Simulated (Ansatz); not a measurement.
**TiHO+ (singlet): the correlation ladder at a displaced geometry (v1), def2-SVP**

One table from this session's results is given with a row withheld; the runs are named, their logs left out.

The runs use Ansatz 0.2.0, Gaussian basis; def2-SVP, core rule «outside noble gas», up to 10 orbitals frozen.

To be run: UHF; CCSD(T) on RHF; CCSD(T) on UHF; CISD; CCSDT(Q) on RHF; CCSDT(Q) on UHF.

22 further runs of the same task are left out: 4 for a known fault of the program, 8 that didn't finish, 10 set aside as unsound or not needed. Runs told in other sessions of the task aren't counted.

**The geometry**

The geometry is a PBE0/def2-TZVP stationary point (not a proven minimum) with its atoms shifted at random (size 0.040 Å).

3 atoms, charge 1, spin multiplicity 1.

Atoms are counted from 1 here; the program's logs count them from 0.

Bond lengths: Ti1–O2 1.737 Å, O2–H3 1.006 Å. Angles: Ti1–O2–H3 175.2°.

Set-up of the first run:

File in.yaml:

```yaml
crystal:
  periodic: [false, false, false]
  atoms:
    - {symbol: Ti, position_ang: [-0.015433, -0.009008, 1.492640]}
    - {symbol: O, position_ang: [-0.016266, -0.025151, -0.244713]}
    - {symbol: H, position_ang: [0.031698, 0.034159, -1.247927]}
basis:
  gaussian: {orbitals: def2-SVP}
total_charge: 1
magnetization: {spin_polarized: true, initial_magnetization: 0}
hamiltonian: {xc: hf}
output: {orbitals: {seedname: orbitals}}
```

On the command line:

```console
> ansatz run in.yaml --threads 1 --pin off --events-out ev --progress --plain --max-ram 2393MiB
```

Steps of the session up to this table: UHF; CCSD(T) on RHF; CCSD(T) on UHF; CISD; CCSDT(Q) on RHF; CCSDT(Q) on UHF.

One of the session's tables, all rows but one given; the rest of the session is left out.

| method | from RCCSDT(Q) (meV) |
| --- | --- |
| RHF | +7256.4 |
| UHF | +6407.4 |
| RMP2 | +838.0 |
| UMP2 | +185.3 |
| RCCSD | +388.5 |
| UCCSD | ? |
| RCCSD(T) | +129.1 |
| UCCSD(T) | -700.5 |
| RCCSDT | +77.0 |
| UCCSDT | -749.7 |
| RCCSDT(Q) | 0 |
| UCCSDT(Q) | -844.2 |

**Question.** Estimate the row for UCCSD.

As computed: from RCCSDT(Q) (meV): -354.6. In the column «from RCCSDT(Q) (meV)» it lies between UCCSD(T) (-700.5) and RCCSDT(Q) (0).

Not comparable, so not listed: CISD (they don't share determinant, frozen orbitals or solution with the rows shown, or repeat one).

To keep in mind: The determinant of HF (⟨S²⟩ 1.00) is far from a pure spin state, so its energy mixes those of several spin states; that is harmless only where they are near-degenerate. The determinant of CCSD(T) (⟨S²⟩ 0.93) is far from a pure spin state, so its energy mixes those of several spin states; high orders of coupled cluster remove much of that, low ones don't. The determinant of CCSDT(Q) (⟨S²⟩ 0.93) is far from a pure spin state, so its energy mixes those of several spin states; high orders of coupled cluster remove much of that, low ones don't. The program flags UCCSD(T), UCCSDT(Q) as in doubt, so read those rows with care; the flags are large difference. Warnings: restricted reference is unstable; spin contamination; coupled cluster took another determinant than the lowest; large T1 diagnostic. Restricted and unrestricted rows rest on different reference determinants; a gap between their highest levels can come from leftover correlation error, from unlike frozen cores or from another state.
